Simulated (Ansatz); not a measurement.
**FH5OSiSn: an energy map over angle F1–Sn2–H6 and angle H8–Si4–O3**

A grid of calculations on FH5OSiSn, SMILES [F][SnH2][O][SiH3], to see where the energy is lowest and how it rises around there.

Method: RKS PBE-D4/def2-TZVP; program: Ansatz 0.2.0.

### 1 The starting structure

SMILES `[F][SnH2][O][SiH3]`, 9 atoms, charge 0, spin multiplicity 1.

Atoms are counted from 1 here; the program's logs count them from 0.

Bond lengths: F1–Sn2 1.952 Å, Sn2–O3 1.993 Å, Sn2–H5 1.722 Å, Sn2–H6 1.722 Å, O3–Si4 1.671 Å, Si4–H7 1.511 Å, Si4–H8 1.502 Å, Si4–H9 1.511 Å. Angles: F1–Sn2–O3 102.0°, F1–Sn2–H5 106.1°, F1–Sn2–H6 106.2°, O3–Sn2–H5 109.3°, O3–Sn2–H6 109.3°, H5–Sn2–H6 122.0°, Sn2–O3–Si4 136.0°, O3–Si4–H7 111.6°, O3–Si4–H8 108.2°, O3–Si4–H9 111.6°, H7–Si4–H8 109.0°, H7–Si4–H9 107.5°, H8–Si4–H9 109.0°.

Coordinates:

```mol
FH5OSiSn
  3D, bonds by distance, orders not assigned

  9  8  0  0  0  0  0  0  0  0999 V2000
   -1.5365    2.0918   -1.8247 F   0  0
   -0.1033    1.5727   -0.6059 Sn  0  0
   -0.5180   -0.3483   -0.2729 O   0  0
    0.1566   -1.5843    0.6273 Si  0  0
    1.3581    1.6910   -1.5084 H   0  0
   -0.3573    2.4694    0.8418 H   0  0
    1.5748   -1.8758    0.1956 H   0  0
   -0.6775   -2.8182    0.4311 H   0  0
    0.1916   -1.2443    2.0989 H   0  0
  1  2  8  0
  2  3  8  0
  2  5  8  0
  2  6  8  0
  3  4  8  0
  4  7  8  0
  4  8  8  0
  4  9  8  0
M  END
```

This geometry comes from a loose relaxation at PBE in a small basis, which is not shown.

### 2 Relaxing the molecule

The input, input.yaml:

```yaml
crystal:
  periodic: [false, false, false]
  atoms:
    - { symbol: F, position_ang: [-1.536463, 2.091755, -1.824677] }
    - { symbol: Sn, position_ang: [-0.103324, 1.572672, -0.605854] }
    - { symbol: O, position_ang: [-0.518007, -0.348339, -0.272866] }
    - { symbol: Si, position_ang: [0.156626, -1.58434, 0.627302] }
    - { symbol: H, position_ang: [1.358096, 1.691013, -1.508386] }
    - { symbol: H, position_ang: [-0.357301, 2.469372, 0.841785] }
    - { symbol: H, position_ang: [1.574784, -1.87577, 0.195599] }
    - { symbol: H, position_ang: [-0.677547, -2.818236, 0.431086] }
    - { symbol: H, position_ang: [0.191637, -1.244327, 2.098911] }
basis:
  gaussian: { orbitals: def2-TZVP }
hamiltonian:
  xc: pbe
  dispersion: d4
output:
  forces: true
relax:
  f_tol: 0.003
  max_steps: 120
```

Run with:

```
$ ansatz run input.yaml --threads 1 --pin off --max-ram 2560MiB --backend cpu --events-out ev --progress --plain --runs-dir out
```

Log:

```text
Warning: RAYON_NUM_THREADS=1 ignored (pool sized by the plan → 1); use --threads N
The last accepted step is kept in <dir> (removed where the run ends without a failure and the disk answers)
Engine: ansatz 0.2.0, aarch64-unknown-linux-gnu
Functional definition: PBE
  parameter kappa = 0.804
  parameter beta = 0.06672455060314922
  exchange = pbe_x(kappa = kappa, mu = beta*pi^2/3)
  correlation = pbe_c(beta = beta)
1167 factors; their error is unknown
mean field evaluation 1: about -18539.4718 eV, gradient 7.8e1 eV
mean field evaluation 2: about -18385.9735 eV, gradient 2.3e2 eV
mean field evaluation 4: about -18548.2505 eV, gradient 3.0e1 eV
mean field evaluation 8: about -18549.5349 eV, gradient 1.4e-1 eV
mean field evaluation 16: about -18549.5202 eV, gradient 2.4e-4 eV
mean field -18549.52018804 eV, -681.6822935939 hartree, gradient 2.1e-5 eV, S^2 0.000000; 0 other end points of the search recorded, 0 dependent functions left out
the calculation of the forces begins
reference -18549.52024246 eV, -681.6822955939 hartree; 29, 29 occupied and 150, 150 virtual orbitals, 1167 factors
relax step   1: F+E_penalty+E_count = -18549.69831854 eV  Δ(F+E_penalty+E_count) = +0.000e0 eV  max|allowed force component| = 3.137e-1 eV/Å  Δτ_max = 0.0000 Å  (29 SCF iters, accepted)
these checks for a lower state are left out or cut short: starts, cluster_reference, orbital_swaps, neighbouring_geometries, increment
1167 factors; their error is unknown
mean field -18549.53642205 eV, -681.6828901829 hartree, gradient 1.1e-5 eV, S^2 0.000000; 0 other end points of the search recorded, 0 dependent functions left out
the calculation of the forces begins
reference -18549.53647618 eV, -681.6828921723 hartree; 29, 29 occupied and 150, 150 virtual orbitals, 1167 factors
relax step   2: F+E_penalty+E_count = -18549.71598092 eV  Δ(F+E_penalty+E_count) = -1.766e-2 eV  max|allowed force component| = 1.991e-1 eV/Å  Δτ_max = 0.0344 Å  (32 SCF iters, accepted)
these checks for a lower state are left out or cut short: starts, cluster_reference, orbital_swaps, neighbouring_geometries, increment
1167 factors; their error is unknown
mean field evaluation 32: about -18549.5386 eV, gradient 1.1e-5 eV
mean field -18549.53864951 eV, -681.6829720404 hartree, gradient 1.1e-5 eV, S^2 0.000000; 0 other end points of the search recorded, 0 dependent functions left out
the calculation of the forces begins
reference -18549.53870353 eV, -681.6829740258 hartree; 29, 29 occupied and 150, 150 virtual orbitals, 1167 factors
relax step   3: F+E_penalty+E_count = -18549.71842374 eV  Δ(F+E_penalty+E_count) = -2.443e-3 eV  max|allowed force component| = 7.060e-2 eV/Å  Δτ_max = 0.0079 Å  (32 SCF iters, accepted)
these checks for a lower state are left out or cut short: starts, cluster_reference, orbital_swaps, neighbouring_geometries, increment
1167 factors; their error is unknown
mean field -18549.53886964 eV, -681.6829801301 hartree, gradient 1.1e-5 eV, S^2 0.000000; 0 other end points of the search recorded, 0 dependent functions left out
the calculation of the forces begins
reference -18549.53892365 eV, -681.6829821151 hartree; 29, 29 occupied and 150, 150 virtual orbitals, 1167 factors
relax step   4: F+E_penalty+E_count = -18549.71864475 eV  Δ(F+E_penalty+E_count) = -2.210e-4 eV  max|allowed force component| = 1.081e-2 eV/Å  Δτ_max = 0.0026 Å  (25 SCF iters, accepted)
these checks for a lower state are left out or cut short: starts, cluster_reference, orbital_swaps, neighbouring_geometries, increment
1167 factors; their error is unknown
mean field -18549.53900150 eV, -681.6829849760 hartree, gradient 1.1e-5 eV, S^2 0.000000; 0 other end points of the search recorded, 0 dependent functions left out
the calculation of the forces begins
reference -18549.53905553 eV, -681.6829869615 hartree; 29, 29 occupied and 150, 150 virtual orbitals, 1167 factors
relax step   5: F+E_penalty+E_count = -18549.71870324 eV  Δ(F+E_penalty+E_count) = -5.850e-5 eV  max|allowed force component| = 5.848e-3 eV/Å  Δτ_max = 0.0054 Å  (32 SCF iters, accepted)
these checks for a lower state are left out or cut short: starts, cluster_reference, orbital_swaps, neighbouring_geometries, increment
1167 factors; their error is unknown
mean field -18549.53911978 eV, -681.6829893228 hartree, gradient 1.1e-5 eV, S^2 0.000000; 0 other end points of the search recorded, 0 dependent functions left out
the calculation of the forces begins
reference -18549.53917383 eV, -681.6829913089 hartree; 29, 29 occupied and 150, 150 virtual orbitals, 1167 factors
relax step   6: F+E_penalty+E_count = -18549.71872259 eV  Δ(F+E_penalty+E_count) = -1.935e-5 eV  max|allowed force component| = 9.718e-3 eV/Å  Δτ_max = 0.0074 Å  (32 SCF iters, accepted)
these checks for a lower state are left out or cut short: starts, cluster_reference, orbital_swaps, neighbouring_geometries, increment
1167 factors; their error is unknown
mean field -18549.53917582 eV, -681.6829913820 hartree, gradient 1.1e-5 eV, S^2 0.000000; 0 other end points of the search recorded, 0 dependent functions left out
the calculation of the forces begins
reference -18549.53922987 eV, -681.6829933683 hartree; 29, 29 occupied and 150, 150 virtual orbitals, 1167 factors
relax step   7: F+E_penalty+E_count = -18549.71875449 eV  Δ(F+E_penalty+E_count) = -3.190e-5 eV  max|allowed force component| = 1.876e-3 eV/Å  Δτ_max = 0.0048 Å  (32 SCF iters, accepted)
1167 factors; their error is unknown
mean field evaluation 64: about -18439.6176 eV, gradient 2.2e2 eV
mean field -18549.53917582 eV, -681.6829913820 hartree, gradient 2.8e-5 eV, S^2 0.000000; 1 other end points of the search recorded, 0 dependent functions left out
the calculation of the forces begins
reference -18549.53922987 eV, -681.6829933683 hartree; 29, 29 occupied and 150, 150 virtual orbitals, 1167 factors
Total energy: -18549.71880854 eV, -681.6895927630 hartree
Atom 0 at    -1.529654     2.051298    -1.806173 Å, force     0.000325     0.000811     0.000093 eV/Å
Atom 1 at    -0.100247     1.555309    -0.598113 Å, force    -0.001533    -0.001876    -0.000798 eV/Å
Atom 2 at    -0.503461    -0.340626    -0.264357 Å, force     0.001069     0.001764     0.000432 eV/Å
Atom 3 at     0.154075    -1.568432     0.620390 Å, force    -0.000300    -0.000109    -0.000101 eV/Å
Atom 4 at     1.352758     1.677134    -1.495262 Å, force    -0.000136     0.000222     0.000227 eV/Å
Atom 5 at    -0.351788     2.450522     0.839324 Å, force     0.000087     0.000017    -0.000329 eV/Å
Atom 6 at     1.562220    -1.855361     0.188627 Å, force     0.000093    -0.000423     0.000393 eV/Å
Atom 7 at    -0.682616    -2.788233     0.417067 Å, force     0.000108     0.000061    -0.000045 eV/Å
Atom 8 at     0.187214    -1.227811     2.081398 Å, force     0.000287    -0.000469     0.000129 eV/Å
Dipole moment:     0.493477     0.205064     0.292373 e Å
```

Wall time 44 s (1 thread of Arm Neoverse V2, shared host); peak memory 0.21 GiB.

The steps of the relaxation:

```csv
step,energy from step 1 (eV),largest force component (eV/Å)
1,0.0000,0.3137
2,-0.0177,0.1991
3,-0.0201,0.0706
4,-0.0203,0.0108
5,-0.0204,0.0058
6,-0.0204,0.0097
7,-0.0204,0.0019
```

Close pairs (by a distance rule), those that changed most:

```csv
bond,before (Å),after (Å),change (Å)
Sn2–O3,1.993,1.967,-0.026
O3–Si4,1.671,1.650,-0.021
F1–Sn2,1.952,1.936,-0.015
Si4–H7,1.511,1.501,-0.010
Si4–H9,1.511,1.501,-0.010
Sn2–H5,1.722,1.712,-0.010
Sn2–H6,1.722,1.712,-0.010
Si4–H8,1.502,1.493,-0.009
```

### 3 Setting up the map

- angle F1–Sn2–H6: 9 values from 61.3 to 151.3 °
- angle H8–Si4–O3: 9 values from 63.2 to 153.2 °

Nothing else is relaxed (all other coordinates rigid). Energies count from the relaxed molecule at the same level. Points are written as (first, second).

Below, 3 of the grid's runs; all are launched alike.

### 4 Grid point (128.8°, 108.2°)

The input, input.yaml:

```yaml
crystal:
  periodic: [false, false, false]
  atoms:
    - { symbol: F, position_ang: [-1.147948, 1.555184, -2.226284] }
    - { symbol: Sn, position_ang: [-0.100247, 1.555309, -0.598113] }
    - { symbol: O, position_ang: [-0.503461, -0.340626, -0.264357] }
    - { symbol: Si, position_ang: [0.154075, -1.568432, 0.62039] }
    - { symbol: H, position_ang: [1.352758, 1.677134, -1.495262] }
    - { symbol: H, position_ang: [-0.351788, 2.450522, 0.839324] }
    - { symbol: H, position_ang: [1.56222, -1.855361, 0.188627] }
    - { symbol: H, position_ang: [-0.681904, -2.78884, 0.417785] }
    - { symbol: H, position_ang: [0.187214, -1.227811, 2.081398] }
basis:
  gaussian: { orbitals: def2-TZVP }
hamiltonian:
  xc: pbe
  dispersion: d4
output:
  forces: true
```

Run with:

```
$ ansatz run input.yaml --threads 1 --pin off --max-ram 2560MiB --backend cpu --events-out ev --progress --plain --runs-dir out
```

Log:

```text
Warning: RAYON_NUM_THREADS=1 ignored (pool sized by the plan → 1); use --threads N
[... 6 set-up lines as earlier in the session ...]
1167 factors; their error is unknown
mean field evaluation 1: about -18538.9728 eV, gradient 7.9e1 eV
mean field evaluation 2: about -18379.8995 eV, gradient 2.3e2 eV
mean field evaluation 4: about -18547.7526 eV, gradient 3.2e1 eV
mean field evaluation 8: about -18549.2692 eV, gradient 1.3e-1 eV
mean field evaluation 16: about -18549.2574 eV, gradient 2.5e-4 eV
mean field -18549.25741673 eV, -681.6726369266 hartree, gradient 7.5e-5 eV, S^2 0.000000; 0 other end points of the search recorded, 0 dependent functions left out
the calculation of the forces begins
reference -18549.25747042 eV, -681.6726388997 hartree; 29, 29 occupied and 150, 150 virtual orbitals, 1167 factors
Total energy: -18549.43856356 eV, -681.6792939499 hartree
Atom 0 at    -1.147948     1.555184    -2.226284 Å, force    -0.530058     0.502316     0.167685 eV/Å
Atom 1 at    -0.100247     1.555309    -0.598113 Å, force     0.511408    -0.658219    -0.648496 eV/Å
Atom 2 at    -0.503461    -0.340626    -0.264357 Å, force     0.088984    -0.057215     0.326554 eV/Å
Atom 3 at     0.154075    -1.568432     0.620390 Å, force    -0.019845     0.024540    -0.020528 eV/Å
Atom 4 at     1.352758     1.677134    -1.495262 Å, force     0.267725     0.105828     0.299940 eV/Å
Atom 5 at    -0.351788     2.450522     0.839324 Å, force    -0.322505     0.100558    -0.165095 eV/Å
Atom 6 at     1.562220    -1.855361     0.188627 Å, force    -0.000427    -0.001443     0.007830 eV/Å
Atom 7 at    -0.681904    -2.788840     0.417785 Å, force    -0.002031    -0.004998     0.007542 eV/Å
Atom 8 at     0.187214    -1.227811     2.081398 Å, force     0.006749    -0.011367     0.024568 eV/Å
Dipole moment:     0.313806     0.430934     0.476288 e Å
```

Wall time 5.3 s (1 thread of Arm Neoverse V2, shared host); peak memory 0.2 GiB.

On the map this point reads 6.5 kcal/mol.

### 5 Point (106.3°, 108.2°)

Changes to input.yaml since step 4:

```diff
@@ -3,3 +3,3 @@
   atoms:
-    - { symbol: F, position_ang: [-1.147948, 1.555184, -2.226284] }
+    - { symbol: F, position_ang: [-1.530246, 2.052291, -1.805064] }
     - { symbol: Sn, position_ang: [-0.100247, 1.555309, -0.598113] }
```

Run with:

```
$ ansatz run input.yaml --threads 1 --pin off --max-ram 2560MiB --backend cpu --events-out ev --progress --plain --runs-dir out
```

Log:

```text
Warning: RAYON_NUM_THREADS=1 ignored (pool sized by the plan → 1); use --threads N
[... 6 set-up lines as earlier in the session ...]
1167 factors; their error is unknown
mean field evaluation 1: about -18539.5243 eV, gradient 7.8e1 eV
mean field evaluation 2: about -18439.6566 eV, gradient 2.2e2 eV
mean field evaluation 4: about -18548.9993 eV, gradient 1.8e1 eV
mean field evaluation 8: about -18549.5535 eV, gradient 1.3e-1 eV
mean field evaluation 16: about -18549.5392 eV, gradient 1.9e-4 eV
mean field -18549.53917930 eV, -681.6829915100 hartree, gradient 7.2e-5 eV, S^2 0.000000; 0 other end points of the search recorded, 0 dependent functions left out
the calculation of the forces begins
reference -18549.53923335 eV, -681.6829934964 hartree; 29, 29 occupied and 150, 150 virtual orbitals, 1167 factors
Total energy: -18549.71880769 eV, -681.6895927316 hartree
Atom 0 at    -1.530246     2.052291    -1.805064 Å, force     0.000843    -0.000238    -0.001043 eV/Å
Atom 1 at    -0.100247     1.555309    -0.598113 Å, force    -0.002143    -0.000416     0.001012 eV/Å
Atom 2 at    -0.503461    -0.340626    -0.264357 Å, force     0.000202     0.000048    -0.000012 eV/Å
Atom 3 at     0.154075    -1.568432     0.620390 Å, force     0.001696    -0.000818     0.001603 eV/Å
Atom 4 at     1.352758     1.677134    -1.495262 Å, force    -0.000645     0.000025    -0.000331 eV/Å
Atom 5 at    -0.351788     2.450522     0.839324 Å, force     0.000875    -0.000316     0.000161 eV/Å
Atom 6 at     1.562220    -1.855361     0.188627 Å, force     0.000253     0.000202     0.000212 eV/Å
Atom 7 at    -0.681904    -2.788840     0.417785 Å, force    -0.001454     0.001316    -0.001612 eV/Å
Atom 8 at     0.187214    -1.227811     2.081398 Å, force     0.000374     0.000197     0.000009 eV/Å
Dipole moment:     0.493613     0.204814     0.291695 e Å
```

It took 5.3 s on 1 thread of Arm Neoverse V2, shared host; peak memory 0.2 GiB.

That is 0.0 kcal/mol from the zero.

### 6 Grid point (61.3°, 130.7°)

Changes to input.yaml since step 5:

```diff
@@ -3,3 +3,3 @@
   atoms:
-    - { symbol: F, position_ang: [-1.530246, 2.052291, -1.805064] }
+    - { symbol: F, position_ang: [-1.616671, 2.75536, -0.503483] }
     - { symbol: Sn, position_ang: [-0.100247, 1.555309, -0.598113] }
@@ -10,3 +10,3 @@
     - { symbol: H, position_ang: [1.56222, -1.855361, 0.188627] }
-    - { symbol: H, position_ang: [-0.681904, -2.78884, 0.417785] }
+    - { symbol: H, position_ang: [-0.273402, -2.989948, 0.781205] }
     - { symbol: H, position_ang: [0.187214, -1.227811, 2.081398] }
```

Run with:

```
$ ansatz run input.yaml --threads 1 --pin off --max-ram 2560MiB --backend cpu --events-out ev --progress --plain --runs-dir out
```

Log:

```text
Warning: RAYON_NUM_THREADS=1 ignored (pool sized by the plan → 1); use --threads N
[... 6 set-up lines as earlier in the session ...]
1167 factors; their error is unknown
mean field evaluation 1: about -18537.1697 eV, gradient 7.9e1 eV
mean field evaluation 2: about -18429.0063 eV, gradient 2.3e2 eV
mean field evaluation 4: about -18546.9600 eV, gradient 1.9e1 eV
mean field evaluation 8: about -18547.7051 eV, gradient 1.6e-1 eV
mean field evaluation 16: about -18547.6944 eV, gradient 1.2e-3 eV
mean field -18547.69442823 eV, -681.6151981585 hartree, gradient 5.0e-5 eV, S^2 0.000000; 0 other end points of the search recorded, 0 dependent functions left out
the calculation of the forces begins
reference -18547.69448321 eV, -681.6152001792 hartree; 29, 29 occupied and 150, 150 virtual orbitals, 1167 factors
Total energy: -18547.87112846 eV, -681.6216917724 hartree
Atom 0 at    -1.616671     2.755360    -0.503483 Å, force    -1.915218     0.373210    -2.107366 eV/Å
Atom 1 at    -0.100247     1.555309    -0.598113 Å, force     0.967124     0.317015     2.165030 eV/Å
Atom 2 at    -0.503461    -0.340626    -0.264357 Å, force    -0.571943    -0.741231    -0.427484 eV/Å
Atom 3 at     0.154075    -1.568432     0.620390 Å, force     1.158614    -0.093288     0.921110 eV/Å
Atom 4 at     1.352758     1.677134    -1.495262 Å, force    -0.285380    -0.058060    -0.661663 eV/Å
Atom 5 at    -0.351788     2.450522     0.839324 Å, force     1.498135    -0.586035     1.054733 eV/Å
Atom 6 at     1.562220    -1.855361     0.188627 Å, force     0.092008     0.356636    -0.146322 eV/Å
Atom 7 at    -0.273402    -2.989948     0.781205 Å, force    -0.956932     0.039557    -0.727566 eV/Å
Atom 8 at     0.187214    -1.227811     2.081398 Å, force     0.013593     0.392197    -0.070472 eV/Å
Dipole moment:     0.402016     0.004709    -0.386744 e Å
```

Wall time 5.2 s (1 thread of Arm Neoverse V2, shared host); peak memory 0.2 GiB.

Energy on the map's scale: 42.6 kcal/mol.

### 7 Energy over the grid

81 points were computed. Energies in kcal/mol, from the relaxed molecule at the same level:

```csv
"angle H8–Si4–O3 (°) ↓, angle F1–Sn2–H6 (°) →",61.3,72.6,83.8,95.1,106.3,117.6,128.8,140.1,151.3
153.2,66.5,49.6,39.3,33.7,31.9,33.4,38.2,46.2,57.5
141.9,52.5,35.7,25.4,19.8,18.0,19.6,24.3,32.4,43.7
130.7,42.6,25.8,15.5,9.9,8.1,9.7,14.5,22.6,34.0
119.4,36.5,19.6,9.4,3.8,2.1,3.7,8.5,16.6,28.0
108.2,34.3,17.5,7.3,1.7,0.0,1.6,6.5,14.6,26.0
96.9,36.5,19.6,9.4,3.9,2.2,3.9,8.7,16.9,28.4
85.7,43.3,26.5,16.3,10.8,9.1,10.8,15.7,23.9,35.4
74.4,55.8,39.1,28.9,23.4,21.7,23.4,28.4,36.6,48.2
63.2,74.2,57.5,47.4,41.9,40.3,42.0,46.9,55.2,66.8
```

On the same grid, largest force on an atom (eV/Å):

```
angle H8–Si4–O3 (°) ↓, angle F1–Sn2–H6 (°) →  61.3  72.6  83.8  95.1  106.3  117.6  128.8  140.1  151.3
                                       153.2  2.87  2.87  2.86  2.85   2.84   2.83   2.82   2.81   2.80
                                       141.9  2.87  2.19  2.18  2.17   2.16   2.15   2.13   2.12   2.11
                                       130.7  2.87  1.76  1.46  1.45   1.44   1.42   1.41   1.49   1.87
                                       119.4  2.88  1.75  1.16  0.71   0.70   0.68   1.05   1.50   1.88
                                       108.2  2.88  1.74  1.15  0.57   0.00   0.55   1.06   1.51   1.88
                                        96.9  2.89  1.74  1.15  0.66   0.66   0.67   1.06   1.52   1.89
                                        85.7  2.90  1.75  1.42  1.42   1.42   1.43   1.43   1.51   1.89
                                        74.4  2.91  2.31  2.31  2.31   2.32   2.32   2.32   2.33   2.33
                                        63.2  3.16  3.19  3.19  3.20   3.20   3.20   3.20   3.20   3.21
```

### 8 Outcome

| quantity | value |
| --- | --- |
| lowest point | (106.3°, 108.2°), 0.0 kcal/mol |
| highest computed point | (61.3°, 63.2°), 74.2 kcal/mol above the lowest |
| largest force on an atom (eV/Å) | 0.00 at (106.3°, 108.2°) to 3.21 at (151.3°, 63.2°); 0.00 at the lowest point |
| time for the whole task | 8.2 min on 1 thread, shared host |

What this shows: The lowest computed point is at (106.3°, 108.2°), 0.0 kcal/mol from the relaxed molecule at the same level. The grid shows no other well, apart from its symmetry copies. The highest computed point, (61.3°, 63.2°), lies 74.2 kcal/mol above the lowest. Round the minimum the two coordinates are nearly uncoupled.
